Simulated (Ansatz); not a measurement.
# SiGe: the cost of one run

Program: Ansatz 0.2.0. Level of theory: DFT r2SCAN, scalar-relativistic, plane waves, PAW. These are calculated values, not measurements.

### Step 1. The system as given

Symmetry: P6_3mc, No. 186, hexagonal system. The conventional cell has a = 3.904 Å, b = 3.904 Å, c = 6.451 Å, α = 90.00°, β = 90.00°, γ = 120.00°. Si (site symmetry 3m) has 4 Ge at 2.40 to 2.41 Å in its first shell of neighbours. Ge (site symmetry 3m) has 4 Si at 2.40 to 2.41 Å in its first shell of neighbours.

Coordinates:

```xyz
4
Lattice="3.9045 0.0000 0.0000 -1.9522 3.3814 0.0000 0.0000 0.0000 6.4508" Properties=species:S:1:pos:R:3 pbc="T T T"
Si    1.9522    1.1271    5.6419
Si    0.0000    2.2542    2.4165
Ge    1.9522    1.1271    3.2279
Ge    0.0000    2.2542    0.0025
```

It goes back to an entry of the Materials Project, which need not be the stable form.

The cell is taken as given, not relaxed at this level.

### Step 2. The reference cell

The reference gives a free energy of -9883.8355 eV, pressure 0.03 GPa, largest force 0.017 eV/Å and gap on the mesh 0.66 eV. It was computed beforehand with the settings of the runs below.

### Step 3. Normal modes

File input.yaml:

```yaml
crystal:
  lattice:
    - [3.9044512986, 0.0, 0.0]
    - [-1.9522256493, 3.3813540124, 0.0]
    - [0.0, 0.0, 6.450783]
  atoms:
    - { symbol: Si, position: [0.6666666667, 0.3333333333, 0.874607] }
    - { symbol: Si, position: [0.3333333333, 0.6666666667, 0.374607] }
    - { symbol: Ge, position: [0.6666666667, 0.3333333333, 0.500392] }
    - { symbol: Ge, position: [0.3333333333, 0.6666666667, 0.000392] }
basis:
  ecutwfc: 500
kpoints:
  mp_grid: { grid: [12, 12, 4] }
hamiltonian:
  xc: r2scan
scf:
  occupations: { method: gaussian, width: 0.05 }
output:
  eigenvalues: true
phonons:
  method: fd
  supercell: [1, 1, 1]
  amplitude: 0.02
  eigenvectors: true
  dielectric: false
```

Command:

```
$ ansatz run input.yaml --threads 2 --pin off --max-ram 5120MiB --backend cpu --events-out ev --progress --plain --runs-dir out
```

What time and memory should one allow on 2 threads of AMD EPYC 7R32 (Zen 2), shared host?

About 99 s, with a peak of 0.9 GiB.
